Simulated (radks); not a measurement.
# Ti⁺ in [Ar] 3d2 4d1: an all-electron calculation

The task here is to estimate one member of a computed series from the others.

Program: radks (a radial shooting solver on a logarithmic mesh, Libxc functionals) version 1. Level of theory: Dirac Kohn-Sham, LDA (Slater exchange, VWN5 correlation), spin-unpolarised, spherical densities, finite nucleus; open shells fill j = l - 1/2 first. These are calculated values, not measurements, unless marked.

### Starting point

- element: titanium (Z = 22)
- charge: +1
- electrons: 21
- configuration: [Ar] 3d2 4d1
- nuclear rms radius: 3.5921 fm

Set-up of the first run:

Settings of this run:

```text
Z 22
configuration [Ar] 3d2 4d1 4s0 4p0 4f0 5d0
relativity Dirac
functional lda,vwn5
spin unpolarised
j_filling energy
nucleus finite rms 3.5921 fm
c 137.035999084
```

One table of the session follows, with a row left open; its other results are not shown here.

It belongs to the step «Radial structure». Radial moments (bohr):

```
level      <r>  outermost maximum (interpolated)  90 % within  nodes
1s1/2  0.06973                            0.0456        0.125      0
2s1/2        ?                                 ?            ?      ?
2p1/2   0.2885                             0.218        0.475      0
2p3/2   0.2912                             0.220        0.479      0
3s1/2    1.009                             0.870         1.51      2
3p1/2    1.080                             0.897         1.67      1
3p3/2    1.088                             0.903         1.68      1
3d3/2    1.453                             0.970         2.49      0
3d5/2    1.457                             0.972         2.50      0
4s1/2    3.055                              2.63         4.53      3
4p1/2    3.749                              3.19         5.61      2
4p3/2    3.772                              3.21         5.64      2
4d3/2    6.040                              5.42         8.90      1
4d5/2    6.045                              5.42         8.90      1
4f5/2    8.693                              7.69         12.6      0
4f7/2    8.693                              7.69         12.6      0
5d3/2    11.94                              11.8         17.3      2
5d5/2    11.95                              11.8         17.3      2
```

Q: Estimate the row for 2s1/2 from the others.

As computed: <r>: 0.3257; outermost maximum (interpolated): 0.270; 90 % within: 0.507; nodes: 1. In the column «<r>» it lies between 2p3/2 (0.2912) and 3s1/2 (1.009).
